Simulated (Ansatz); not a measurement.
**CH3AlCl2: short molecular-dynamics run from a Python script**

The task is a short molecular-dynamics run, for CH3AlCl2. SMILES: [CH3][Al]([Cl])[Cl].

Computed with Ansatz 0.2.0, driven from Python. Level of theory: B3LYP/6-31G.

## (1) The system

Bond lengths: C1–Al2 1.939 Å, Al2–Cl3 2.179 Å, Al2–Cl4 2.156 Å, C1–H5 1.168 Å, C1–H6 1.135 Å, C1–H7 1.117 Å. Angles: C1–Al2–Cl3 118.9°, C1–Al2–Cl4 122.0°, Cl3–Al2–Cl4 119.1°, Al2–C1–H5 109.9°, Al2–C1–H6 112.7°, Al2–C1–H7 113.2°, H5–C1–H6 105.3°, H5–C1–H7 107.2°, H6–C1–H7 108.1°.

The script holds or builds the structure itself.

## (2) The script

md_ch3alcl2.py

```python
import ansatz
import numpy as np

params = {
    "basis_set": "6-31G",
    "xc": "b3lyp",
    "n_steps": 20,
    "temperature_k": 200,
}

GEOMETRY = """
C    -0.14140    0.92970   -0.15200
Al    0.16530   -0.96070    0.15120
Cl    1.87000   -1.57070    1.36380
Cl   -1.09240   -2.47570   -0.72660
H    -1.09280    1.07640   -0.81390
H    -0.35390    1.49900    0.80700
H     0.70640    1.43410   -0.67520
"""


def main() -> None:
    geometry = ansatz.Crystal.molecule()
    for line in GEOMETRY.strip().splitlines():
        symbol, *xyz = line.split()
        geometry = geometry.atom(symbol, [float(v) for v in xyz])

    calc = (
        geometry.calculation()
        .basis(gaussian=params["basis_set"])
        .functional(params["xc"])
        .scf(lower_state_search="off")
        .md("nvt_nose_hoover", timestep=0.25, steps=params["n_steps"], temperature=params["temperature_k"], initial_velocities="maxwell_boltzmann", seed=83, thermostat_time=20)
    )
    frames = []
    calc.session().plan().execute(on_event=lambda e: frames.append(e["data"]) if e["event"] == "md_step" else None)
    print("t (fs)   E_pot (eV)      E_kin (eV)   T (K)   d(0-1) (A)")
    for f in frames[::3]:
        xyz = np.array(f["positions_ang"])
        print(f"{f['time_fs']:6.2f} {f['lagrangian_ev']:14.5f} {f['e_kin_ev']:10.5f} {f['temperature_k']:8.1f} {np.linalg.norm(xyz[0] - xyz[1]):9.4f}")
    kept = np.array([f["conserved_ev"] for f in frames])
    print(f"conserved energy moves by at most {1000 * np.ptp(kept):.3f} meV")


if __name__ == "__main__":
    main()
```

## (3) What the engine is handed

The engine receives this input:

```yaml
crystal:
  periodic: [false, false, false]
  atoms:
    - { symbol: C, position_ang: [-0.1414, 0.9297, -0.152] }
    - { symbol: Al, position_ang: [0.1653, -0.9607, 0.1512] }
    - { symbol: Cl, position_ang: [1.87, -1.5707, 1.3638] }
    - { symbol: Cl, position_ang: [-1.0924, -2.4757, -0.7266] }
    - { symbol: H, position_ang: [-1.0928, 1.0764, -0.8139] }
    - { symbol: H, position_ang: [-0.3539, 1.499, 0.807] }
    - { symbol: H, position_ang: [0.7064, 1.4341, -0.6752] }
basis:
  gaussian:
    orbitals: "6-31G"
hamiltonian:
  xc: b3lyp
scf:
  lower_state_search: "off"
md:
  timestep: 0.25
  n_steps: 20
  ensemble: nvt_nose_hoover
  temperature: 200.0
  nose_hoover:
    tau: 20.0
  initial_velocities: maxwell_boltzmann
  seed: 83
```

## (4) Running it

The run is started by

```console
$ python md_ch3alcl2.py
```

The program printed:

```text
t (fs)   E_pot (eV)      E_kin (eV)   T (K)   d(0-1) (A)
  0.00   -32730.47013    0.12926    200.0    1.9390
  0.75   -32730.48928    0.14831    229.5    1.9410
  1.50   -32730.51635    0.17517    271.0    1.9437
  2.25   -32730.53343    0.19187    296.9    1.9469
  3.00   -32730.52641    0.18430    285.2    1.9504
  3.75   -32730.49514    0.15248    235.9    1.9539
  4.50   -32730.45743    0.11437    177.0    1.9572
conserved energy moves by at most 0.407 meV
```

Wall time 31 s (1 thread of Intel Xeon Platinum 8488C (Sapphire Rapids), shared host); peak memory 0.19 GiB.

Lines on the test bed's own set-up are left out of the output.

## (5) The run's own record

From the engine's report, whether the script printed it or not:

```
             item         value
SCF cycles in all           146
         orbitals            54
total energy (eV)  -32730.44239
```

## (6) The trajectory

Step by step:

```
time (fs)  T (K)  change of potential energy (meV/atom)  change of conserved energy (meV/atom)  mean square move (Å²)
      0.0    200                                    0.0                                   0.00                 0.0000
      0.2    207                                   -0.7                                   0.00                 0.0000
      0.5    217                                   -1.6                                  -0.01                 0.0001
      0.8    229                                   -2.7                                  -0.01                 0.0001
      1.0    243                                   -4.0                                  -0.02                 0.0002
      1.2    258                                   -5.3                                  -0.03                 0.0004
      1.5    271                                   -6.6                                  -0.03                 0.0006
      1.8    283                                   -7.7                                  -0.04                 0.0008
      2.0    292                                   -8.5                                  -0.04                 0.0011
      2.2    297                                   -9.0                                  -0.05                 0.0014
      2.5    298                                   -9.1                                  -0.05                 0.0017
      2.8    294                                   -8.8                                  -0.05                 0.0021
      3.0    285                                   -8.0                                  -0.05                 0.0026
      3.2    272                                   -6.9                                  -0.05                 0.0030
      3.5    255                                   -5.3                                  -0.04                 0.0035
      3.8    236                                   -3.6                                  -0.03                 0.0039
      4.0    215                                   -1.7                                  -0.02                 0.0044
      4.2    195                                    0.2                                  -0.01                 0.0048
      4.5    177                                    1.8                                  -0.01                 0.0052
      4.8    162                                    3.1                                   0.00                 0.0055
      5.0    153                                    4.0                                   0.01                 0.0058
```

Positions (Å) and forces (eV/Å) at 5.0 fs:

```xyz
7

C    -0.165    0.927   -0.161    1.770   -0.619    0.026
Al    0.168   -0.977    0.158    0.246    0.935   -0.037
Cl    1.878   -1.566    1.370    0.135   -0.185    0.137
Cl   -1.098   -2.467   -0.734   -0.322   -0.537   -0.195
H    -0.993    1.096   -0.758   -2.257    0.126   -1.046
H    -0.240    1.474    0.746   -0.273    0.503    1.176
H     0.623    1.432   -0.717    0.702   -0.222   -0.062
```

## (7) Results

```
                              quantity           value
                          total energy  -32730.4424 eV
                         dipole moment          3.07 D
                     length of the run  20 steps, 5 fs
         mean temperature, second half           231 K
                         farthest move          0.13 Å
largest change of the conserved energy   0.05 meV/atom
```

In words: The temperature swings between 153 and 298 K, with a mean of 231 K in the second half; 7 atoms fluctuate widely. The conserved energy stays within 0.05 meV/atom, so the time step holds. A run of 5 fs is far too short for averages. What to keep in mind:
- The trajectory is only some femtoseconds long, and gives no averages; where the script doesn't relax first, it starts from a rough generated geometry.
- b3lyp holds the VWN-RPA fit, as in Gaussian; the form of ORCA and Turbomole is b3lyp5.
- The temperature counts the internal degrees of freedom alone.
